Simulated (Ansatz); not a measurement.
# ScNb (P-6m2) in Ansatz: notebook

The runs below take ScNb through single point, equation of state, with PBE.

Everything below comes from runs of Ansatz 0.2.0. Logs are shortened: lines on timing, memory, paths and dates and some standing lists are left out, and cuts for length are marked.

**1. Starting point**

It takes space group P-6m2 (No. 187, hexagonal). The conventional cell has a = 3.066 Å, b = 3.066 Å, c = 5.072 Å, α = 90.00°, β = 90.00°, γ = 120.00°. Nb (site symmetry -6m2) has 6 Nb at 3.07 Å and 6 Sc at 3.09 Å as nearest neighbours. Around Sc (site symmetry -6m2) lie 6 Sc at 3.07 Å and 6 Nb at 3.09 Å.

The cell comes from a database or a generator and needn't be the stable form of this composition.

**2. Single point, PBE, 19.40 Å³/atom (volume scaled by 0.94)**

input.yaml reads:

```yaml
crystal:
  lattice:
    - [3.0030626305, 0.0, 0.0]
    - [-1.5015313152, 2.6007285271, 0.0]
    - [0.0, 0.0, 4.9686507831]
  atoms:
    - { symbol: Nb, position: [0.3333333333, 0.6666666667, 0.5] }
    - { symbol: Sc, position: [0.0, 0.0, 0.0] }
hamiltonian:
  xc: pbe
  pseudopotentials: { kind: nc, accuracy: stringent }
kpoints:
  mp_grid: { grid: [10, 10, 5] }
scf:
  occupations: { method: fermi_dirac, width: 0.05 }
output:
  forces: true
  stress: true
  eigenvalues: true
```

Potentials or basis: PseudoDojo stringent (PBE files).

Launch:

```
ansatz run input.yaml --threads 2 --pin off --max-ram 5632MiB --backend cpu --events-out ev --progress --plain --runs-dir out
```

What it wrote:

```text
Warning: The stringent table, which hamiltonian.pseudopotentials names, holds the potential of the library's standard table for Nb, Sc (one content_sha256, or a second file that the publisher made of the same generator input, which states another). The run takes no other species from the library, so that hamiltonian.pseudopotentials.accuracy: standard would change no potential of it. The deck needs no change, but a comparison with a run at hamiltonian.pseudopotentials.accuracy: standard does not test the potential of Nb, Sc. With hamiltonian.pseudopotentials.accuracy and source left out a run reads another potential of Nb, from this project's own files. To test it, run on another potential, such as that of hamiltonian.pseudopotentials: {kind: paw}
Warning: RAYON_NUM_THREADS=2 ignored (pool sized by the plan → 2); use --threads N
Engine: ansatz 0.2.0, aarch64-unknown-linux-gnu
Pseudopotentials: kind: nc
Pseudopotential: Nb, nc, valence charge 13, recommended cutoff 1115.666836 eV (normal), Nb.nc.azcp (PseudoDojo's, or run here from an input of PseudoDojo's; its table is named by hamiltonian.pseudopotentials.accuracy)
Pseudopotential: Sc, nc, valence charge 11, recommended cutoff 1061.244064 eV (normal), Sc.nc.azcp (PseudoDojo's, or run here from an input of PseudoDojo's; its table is named by hamiltonian.pseudopotentials.accuracy)
Functional definition: PBE
  parameter kappa = 0.804
  parameter beta = 0.06672455060314922
  exchange = pbe_x(kappa = kappa, mu = beta*pi^2/3)
  correlation = pbe_c(beta = beta)
Crystal: 2 atoms, lattice volume = 38.806 Å³
Basis set: ecut = 1115.666836 eV, 3297 PW (Γ), exchange–correlation on 72×72×120 points (8 copies of the dense FFT grid, shifted against one another)
Bands: 16, of which v1, the nominal top of the filled ones, is band 12 counted from 1 (11 counted from 0)
Symmetry: 12 space group operations
Space group: P-6m2 (ITA 187), of the structure as read, at distance tolerance 3.4e-5 Å
k-points: 42 of 500 (time reversal used)
Non-local potential: Nb, projectors of the file, l = 0: 2, l = 1: 2, l = 2: 2
Non-local potential: Sc, projectors of the file, l = 0: 2, l = 1: 2, l = 2: 2
Initial density: superposition of atomic densities (chi_scale 0.1, normalization cell, long waves kept (reshape's long-wave potential 0.00 eV rms))
Initial wavefunctions: pseudopotential atomic-orbital guess
Functional: x = pbe(κ = 0.804, μ = 0.2195149727645171), c = pbe(β = 0.06672455060314922)
SCF iter   1: F=—  HF=-3013.637594 eV  |F-HF|=—  |Δ(HF+E_count)|=         —  Δρ=1.27e-1  dr2=2.07e1  ethr=3.10e-3  ⟨swp⟩=5.1  Hψ=3274  notcnv=0
preconditioner: auto → none  [metal: Δε(μ)=0.080 eV  Ē_g=3.299 eV  σ=0.050 eV  W_gap=0.35  n_scr=8 (ndim 8)  ℏωp=16.9 eV  f_vac=0.000  D(μ)=1.25/eV (n_scr^D=8)  sad-step TF]
SCF iter   2: F=—  HF=-3011.604259 eV  |F-HF|=—  |Δ(HF+E_count)|=    2.03e0  Δρ=4.87e-2  dr2=1.41e0  ethr=3.10e-3  ⟨swp⟩=3.2  Hψ=1761  notcnv=0  defer=1
SCF iter   3: F=—  HF=-3011.376426 eV  |F-HF|=—  |Δ(HF+E_count)|=   2.28e-1  Δρ=2.15e-2  dr2=4.71e-1  ethr=3.10e-3  ⟨swp⟩=3.3  Hψ=1690  notcnv=0
SCF iter   4: F=—  HF=-3011.336950 eV  |F-HF|=—  |Δ(HF+E_count)|=   3.95e-2  Δρ=8.45e-3  dr2=5.65e-2  ethr=1.96e-3  ⟨swp⟩=1.0  Hψ=746  notcnv=0
SCF iter   5: F=—  HF=-3011.332806 eV  |F-HF|=—  |Δ(HF+E_count)|=   4.14e-3  Δρ=2.69e-3  dr2=7.90e-3  ethr=2.36e-4  ⟨swp⟩=2.3  Hψ=866  notcnv=0
SCF iter   6: F=—  HF=-3011.332159 eV  |F-HF|=—  |Δ(HF+E_count)|=   6.47e-4  Δρ=4.41e-4  dr2=2.78e-5  ethr=3.29e-5  ⟨swp⟩=1.8  Hψ=843  notcnv=0
SCF iter   7: F=—  HF=-3011.332087 eV  |F-HF|=—  |Δ(HF+E_count)|=   7.24e-5  Δρ=1.49e-4  dr2=6.23e-6  ethr=1.16e-7  ⟨swp⟩=2.3  Hψ=1219  notcnv=0
SCF iter   8: F=—  HF=-3011.332085 eV  |F-HF|=—  |Δ(HF+E_count)|=   1.60e-6  Δρ=4.91e-5  dr2=3.46e-7  ethr=2.59e-8  ⟨swp⟩=3.0  Hψ=1212  notcnv=0
SCF iter   9: F=-3011.332085 eV  HF=-3011.332085 eV  |F-HF|=1.51e-8  |Δ(HF+E_count)|=   4.81e-8  Δρ=8.40e-6  dr2=2.16e-8  ethr=4.17e-10  ⟨swp⟩=8.0  Hψ=3858  notcnv=0
SCF 1 converged in 9 iterations: F = -3011.332085 eV  dr2 = 2.16e-8
SCF converged after 9 iterations
Free energy (F): -3011.332085 eV
Harris-Foulkes:  -3011.332085 eV  (|F-HF|=1.51e-8)
Internal energy: -3011.313546 eV  (E = F + TS)
E sigma→0 (E₀):  -3011.322815 eV
Entropy (-TS):   -0.018540 eV (-9.270 meV/atom)
Fermi energy:    14.494624 eV
--- Per-component energies (eV) ---
  E_band       = -220.413521
  E_kinetic    = 981.327564
  E_local      = -1930.149863  (includes V_loc(G=0)·N_el)
  E_nonlocal   = 275.337661
  E_hartree    = 473.301248
  E_xc         = -576.749938
  E_vxc        = -493.536606  (∫ρ·V_xc dr)
  E_ewald      = -2234.380217
  E_smearing   = -0.018540  (= −TS)
  E_closure    = 0.000000  (closes the sum)
  Σ components = -3011.332085   (vs F -3011.332085, Δ=0.00e0)
--- Forces (eV/Å), atoms counted from 1 ---
  atom   1  Nb     0.00000000     0.00000000    -0.00000000
  atom   2  Sc     0.00000000    -0.00000000     0.00000000
  max |Σ_I F_I| component: 2.59e-16 eV/Å
--- Stress (GPa, compression-positive) ---
        6.967704      -0.000000      -0.000000
        0.000000       6.967704       0.000000
       -0.000000       0.000000       6.554350
  P = ⅓ Tr σ = 6.8299 GPa (68.299 kbar)
--- Band table (eV; the first three rows and the last of 42) ---
  k-point 0: bands = ["-40.0716", "-34.3635", "-16.2849", "-15.6558", "-15.6558", "-12.9694", "-12.6755", "-12.6755", "8.7525", "11.5242", "15.1128", "15.1128", "15.5111", "15.5824", "16.6904", "16.6904"]
  k-point 1: bands = ["-40.0714", "-34.3643", "-16.2659", "-15.6554", "-15.6554", "-12.9977", "-12.6760", "-12.6760", "9.0711", "11.4637", "14.7513", "15.0561", "15.0561", "15.6299", "16.3613", "16.3613"]
  k-point 2: bands = ["-40.0711", "-34.3654", "-16.2345", "-15.6549", "-15.6549", "-13.0440", "-12.6767", "-12.6767", "9.8802", "11.0480", "13.9406", "14.9888", "14.9888", "15.4243", "16.0852", "16.0852"]
  k-point 41: bands = ["-39.9397", "-34.2422", "-16.3306", "-16.1662", "-16.0999", "-13.1895", "-13.0651", "-12.9021", "12.6533", "13.1836", "13.4659", "13.7480", "14.2325", "15.0860", "16.5006", "17.1152"]
```

Run time: 4.9 s. Hardware: 2 threads of Arm Neoverse V2, shared host; peak memory 0.39 GiB.

Results:

| Property | Result |
| --- | --- |
| Free energy | -3011.3321 eV |
| Pressure | 6.8 GPa |
| Band gap on the k mesh | none (metal or under the smearing width) |

**3. Single point, PBE, 19.82 Å³/atom (volume scaled by 0.96)**

Edit input.yaml of step 2 so:

```diff
@@ -2,5 +2,5 @@
   lattice:
-    - [3.0030626305, 0.0, 0.0]
-    - [-1.5015313152, 2.6007285271, 0.0]
-    - [0.0, 0.0, 4.9686507831]
+    - [3.0242116557, 0.0, 0.0]
+    - [-1.5121058278, 2.6190441202, 0.0]
+    - [0.0, 0.0, 5.0036424345]
   atoms:
@@ -19 +19,5 @@
   eigenvalues: true
+  write_density: true
+  write_potential: true
+  elf: true
+  volumetric_format: npy
```

Potentials or basis: PseudoDojo stringent (PBE files).

Launch:

```
ansatz run input.yaml --threads 2 --pin off --max-ram 5632MiB --backend cpu --events-out ev --progress --plain --runs-dir out
```

It took 7.2 s on 2 threads of Arm Neoverse V2, shared host; peak memory 0.41 GiB.

It converged, with:

* Free energy: -3011.3607 eV
* Pressure: 4.3 GPa
* Band gap on the k mesh: none (metal or under the smearing width)

**4. Single point, PBE, 20.23 Å³/atom (volume scaled by 0.98)**

Edit input.yaml of step 3 so:

```diff
@@ -2,5 +2,5 @@
   lattice:
-    - [3.0242116557, 0.0, 0.0]
-    - [-1.5121058278, 2.6190441202, 0.0]
-    - [0.0, 0.0, 5.0036424345]
+    - [3.0450689469, 0.0, 0.0]
+    - [-1.5225344734, 2.6371070642, 0.0]
+    - [0.0, 0.0, 5.0381514038]
   atoms:
@@ -19,5 +19 @@
   eigenvalues: true
-  write_density: true
-  write_potential: true
-  elf: true
-  volumetric_format: npy
```

Launch:

```
ansatz run input.yaml --threads 2 --pin off --max-ram 5632MiB --backend cpu --events-out ev --progress --plain --runs-dir out
```

It took 5 s on 2 threads of Arm Neoverse V2, shared host; peak memory 0.4 GiB.

Results (log left out):

```yaml
Free_energy: -3011.3770 eV
Pressure: 2.0 GPa
Band_gap_on_the_k_mesh: none (metal or under the smearing width)
```

**5. Single point, PBE, 20.64 Å³/atom**

Edit input.yaml of step 4 so:

```diff
@@ -2,5 +2,5 @@
   lattice:
-    - [3.0450689469, 0.0, 0.0]
-    - [-1.5225344734, 2.6371070642, 0.0]
-    - [0.0, 0.0, 5.0381514038]
+    - [3.0656443612, 0.0, 0.0]
+    - [-1.5328221806, 2.6549258957, 0.0]
+    - [0.0, 0.0, 5.072194]
   atoms:
```

Launch:

```
ansatz run input.yaml --threads 2 --pin off --max-ram 5632MiB --backend cpu --events-out ev --progress --plain --runs-dir out
```

It took 5.1 s on 2 threads of Arm Neoverse V2, shared host; peak memory 0.4 GiB.

Results (log left out):

```
Free energy            : -3011.3818 eV
Pressure               : -0.1 GPa
Band gap on the k mesh : none (metal or under the smearing width)
```

**6. Single point, PBE, 21.05 Å³/atom (volume scaled by 1.02)**

Edit input.yaml of step 5 so:

```diff
@@ -2,5 +2,5 @@
   lattice:
-    - [3.0656443612, 0.0, 0.0]
-    - [-1.5328221806, 2.6549258957, 0.0]
-    - [0.0, 0.0, 5.072194]
+    - [3.0859472334, 0.0, 0.0]
+    - [-1.5429736167, 2.6725086988, 0.0]
+    - [0.0, 0.0, 5.1057856677]
   atoms:
```

Potentials or basis: PseudoDojo stringent (PBE files).

Launch:

```
ansatz run input.yaml --threads 2 --pin off --max-ram 5632MiB --backend cpu --events-out ev --progress --plain --runs-dir out
```

Wall time 5.8 s (2 threads of Arm Neoverse V2, shared host); peak memory 0.4 GiB.

It converged, with:

```
Free energy            : -3011.3762 eV
Pressure               : -2.0 GPa
Band gap on the k mesh : none (metal or under the smearing width)
```

**7. Single point, PBE, 21.47 Å³/atom (volume scaled by 1.04)**

Edit input.yaml of step 6 so:

```diff
@@ -2,5 +2,5 @@
   lattice:
-    - [3.0859472334, 0.0, 0.0]
-    - [-1.5429736167, 2.6725086988, 0.0]
-    - [0.0, 0.0, 5.1057856677]
+    - [3.1059864133, 0.0, 0.0]
+    - [-1.5529932067, 2.6898631377, 0.0]
+    - [0.0, 0.0, 5.1389410491]
   atoms:
@@ -19 +19,5 @@
   eigenvalues: true
+  write_density: true
+  write_potential: true
+  elf: true
+  volumetric_format: npy
```

Launch:

```
ansatz run input.yaml --threads 2 --pin off --max-ram 5632MiB --backend cpu --events-out ev --progress --plain --runs-dir out
```

It took 7.6 s on 2 threads of Arm Neoverse V2, shared host; peak memory 0.42 GiB.

Results (log left out):

```yaml
Free_energy: -3011.3610 eV
Pressure: -3.8 GPa
Band_gap_on_the_k_mesh: none (metal or under the smearing width)
```

**8. Single point, PBE, 21.88 Å³/atom (volume scaled by 1.06)**

Edit input.yaml of step 7 so:

```diff
@@ -2,5 +2,5 @@
   lattice:
-    - [3.1059864133, 0.0, 0.0]
-    - [-1.5529932067, 2.6898631377, 0.0]
-    - [0.0, 0.0, 5.1389410491]
+    - [3.1257702997, 0.0, 0.0]
+    - [-1.5628851498, 2.7069964858, 0.0]
+    - [0.0, 0.0, 5.1716740402]
   atoms:
```

Launch:

```
ansatz run input.yaml --threads 2 --pin off --max-ram 5632MiB --backend cpu --events-out ev --progress --plain --runs-dir out
```

It took 7.3 s on 2 threads of Arm Neoverse V2, shared host; peak memory 0.36 GiB.

It converged, with:

```yaml
Free_energy: -3011.3371 eV
Pressure: -5.4 GPa
Band_gap_on_the_k_mesh: none (metal or under the smearing width)
```

**9. Equation of state, PBE**

Potentials or basis: PseudoDojo stringent.

No new run: the results of the series are fitted here.

Results:

```yaml
Equilibrium_volume: 20.62 Å³/atom
Bulk_modulus_at_fixed_shape_and_positions: 102 GPa
Pressure_derivative_of_the_bulk_modulus: 3.4
```

Energy against volume, from the lowest point:
```csv
volume (Å³/atom),energy (meV/atom)
19.403,24.85
19.816,10.53
20.229,2.42
20.641,0.00
21.054,2.81
21.467,10.40
21.880,22.36
```

Caveat: the cell was scaled at fixed shape and fractional positions, which overstates the stiffness of a crystal with free parameters, most of all of layers and chains.
